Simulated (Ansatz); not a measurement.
# BH3InN: how energies converge with the basis set

The task here is to estimate one member of a computed series from the others.

The runs use Ansatz 0.2.0, Gaussian basis; one geometry, several basis sets.

Levels to be run: PBE0-D4/def2-SVP; ωB97M-V/def2-SVP; PBE0-D4/def2-QZVPP; ωB97M-V/def2-QZVPP; the functionals' def2-TZVPP values are taken from earlier runs.

## Structure used throughout

The geometry comes from an earlier relaxation with PBE0-D4 in a triple-zeta def2 set; it is a stationary point. In takes the def2 core potential; no spin-orbit term is included.

6 atoms, charge 0, spin multiplicity 1.

Atoms are counted from 1 here; the program's logs count them from 0.

Bond lengths: B1–N2 1.381 Å, B1–H4 1.202 Å, B1–H6 1.229 Å, N2–In3 2.143 Å, N2–H5 1.010 Å. Angles: N2–B1–H4 126.1°, N2–B1–H6 116.2°, H4–B1–H6 117.7°, B1–N2–In3 103.6°, B1–N2–H5 120.1°, In3–N2–H5 136.3°.

As a file:

```
B    -0.64613    0.17591   -0.11610
N     0.67705   -0.14167   -0.34953
In    1.43770   -0.60241    1.60038
H    -1.45321    0.49939   -0.94539
H     1.04655   -0.11359   -1.28897
H    -1.01997    0.11826    1.05341
```

The first run:

The input, in.yaml:

```yaml
crystal:
  periodic: [false, false, false]
  atoms:
    - {symbol: B, position_ang: [-0.646128, 0.175915, -0.116101]}
    - {symbol: N, position_ang: [0.677051, -0.141667, -0.349530]}
    - {symbol: In, position_ang: [1.437702, -0.602408, 1.600376]}
    - {symbol: H, position_ang: [-1.453209, 0.499393, -0.945388]}
    - {symbol: H, position_ang: [1.046555, -0.113592, -1.288974]}
    - {symbol: H, position_ang: [-1.019970, 0.118258, 1.053415]}
basis:
  gaussian: {orbitals: def2-SVP}
hamiltonian: {xc: pbe0, dispersion: d4}
output: {orbitals: {seedname: orbitals}}
```

The run is started by

```
$ ansatz run in.yaml --threads 2 --pin off --events-out ev --progress --plain --max-ram 4352MiB
```

Among the steps run: PBE0-D4 in def2-SVP; ωB97M-V in def2-SVP; PBE0-D4 in def2-QZVPP; ωB97M-V in def2-QZVPP.

One of the session's tables, all rows but one given; the rest of the session is left out.

It belongs to the step «Density functionals: the series». 

```
functional       basis  HOMO (eV)  LUMO (eV)
   PBE0-D4    def2-SVP      -6.71      -1.34
   PBE0-D4  def2-TZVPP          ?          ?
   PBE0-D4  def2-QZVPP      -6.76      -1.40
   ωB97M-V    def2-SVP      -8.79       0.22
   ωB97M-V  def2-TZVPP      -8.85       0.04
   ωB97M-V  def2-QZVPP      -8.87      -0.03
```

Estimate the missing values for PBE0-D4, def2-TZVPP.

As computed: HOMO (eV): -6.75; LUMO (eV): -1.39. In the column «HOMO (eV)» it lies between PBE0-D4, def2-QZVPP (-6.76) and PBE0-D4, def2-SVP (-6.71).
